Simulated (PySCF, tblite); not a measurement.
**C6H13ClOSi: geometry, infrared bands and NMR shifts**

Wanted: the infrared bands and NMR shifts of C6H13ClOSi (`C[C@@H]1CCOC[Si@@H](Cl)C1`), by calculation.

The runs use tblite 0.8.0 and PySCF 2.14.0, with density-fitted response routines of our own; the level of theory stands in each step. All values are computed, except where a source is named. Atoms count from 0, in the outputs and in this text.

## 1. The molecule as given

22 atoms, charge 0, multiplicity 1; geometry from: force field or distance geometry start.

Bonds of the start (Å): C0–C1 1.52, C1–C2 1.51, C2–C3 1.48, C3–O4 1.39, O4–C5 1.40, C5–Si6 1.87, Si6–Cl7 2.09, Si6–C8 1.84, C8–C1 1.50, C0–H9 1.11, C0–H10 1.12, C0–H11 1.11, C1–H12 1.10, C2–H13 1.12, C2–H14 1.12, C3–H15 1.13, C3–H16 1.09, C5–H17 1.11, C5–H18 1.13, Si6–H19 1.49, C8–H20 1.13, C8–H21 1.12.

## 2. Geometry optimisation with GFN2-xTB

What the job is given:

```
{"job": {"kind": "relax", "xc": "GFN2-xTB", "basis": "xTB"}, "charge": 0, "multiplicity": 1}
C     -2.514600     0.403400     0.101000
C     -1.130800     0.105700    -0.449300
C     -0.726000    -1.207200     0.177900
C      0.716200    -1.541100     0.072600
O      1.374100    -0.967200     1.154400
C      2.372300    -0.163000     0.599800
Si     1.507700     1.151800    -0.405100
Cl     1.913100     0.987000    -2.448700
C     -0.291700     1.278200    -0.030800
H     -2.881300     1.405300    -0.217600
H     -2.399100     0.428100     1.212600
H     -3.204000    -0.418100    -0.170500
H     -1.266500     0.055600    -1.539000
H     -1.285000    -2.008200    -0.376800
H     -1.090400    -1.191200     1.237700
H      0.797400    -2.654500     0.238600
H      1.166200    -1.333500    -0.900800
H      2.988900    -0.762100    -0.102100
H      2.994100     0.296100     1.422800
H      2.122200     2.433900     0.026900
H     -0.679500     2.150600    -0.633800
H     -0.493600     1.569700     1.029200
```

The run is started by

```bash
$ OMP_NUM_THREADS=1 python probes_run.py task.json out
```

One launch serves the whole session: the jobs run in the order shown.

**Question.** This job is followed by: GFN2-xTB harmonic vibrations, gas phase; GIAO PBE0/pcSseg-1 NMR shielding, non-relativistic, gas phase. Predict these results of the whole session: strongest single infrared mode (GFN2-xTB); zero-point energy (GFN2-xTB); 13C shifts against TMS (PBE0/pcSseg-1); 1H shifts against TMS (PBE0/pcSseg-1, means over atoms taken as alike); 17O shifts against H2O (PBE0/pcSseg-1); 29Si shifts against TMS (PBE0/pcSseg-1); 35Cl shifts against HCl (PBE0/pcSseg-1); surface potential, 1st and 99th percentile.

**Answer**, as computed:

| quantity | value |
| --- | --- |
| strongest single infrared mode (GFN2-xTB) | 2241 cm⁻¹, 276 km/mol |
| zero-point energy (GFN2-xTB) | 113.2 kcal/mol |
| 13C shifts against TMS (PBE0/pcSseg-1) | 76.9, 72.0, 47.5, 32.7, 29.8, 28.1 ppm |
| 1H shifts against TMS (PBE0/pcSseg-1, means over atoms taken as alike) | 5.30, 4.33, 4.15, 3.69, 3.10, 1.87, 1.52, 1.38, 1.13, 0.99, 0.80 ppm |
| 17O shifts against H2O (PBE0/pcSseg-1) | 29.5 ppm |
| 29Si shifts against TMS (PBE0/pcSseg-1) | 10.9 ppm |
| 35Cl shifts against HCl (PBE0/pcSseg-1) | -22 ppm |
| surface potential, 1st and 99th percentile | -1.34 V and 1.03 V |

**Reading.** Relaxing lowered the energy by 0.946 eV in 92 steps; the close pair that moved most is Si6–Cl7, from 2.090 to 2.031 Å. No mode is imaginary among the 60: a minimum at this level. The strongest single mode, at 2241 cm⁻¹, moves mainly H19. Unscaled tight-binding wavenumbers are off by several per cent, some by more. Its intensities can rank the bands wrongly. At PBE0/pcSseg-1: Shielding is most anisotropic at Cl7 (span 116 ppm, paramagnetic term -177 ppm).
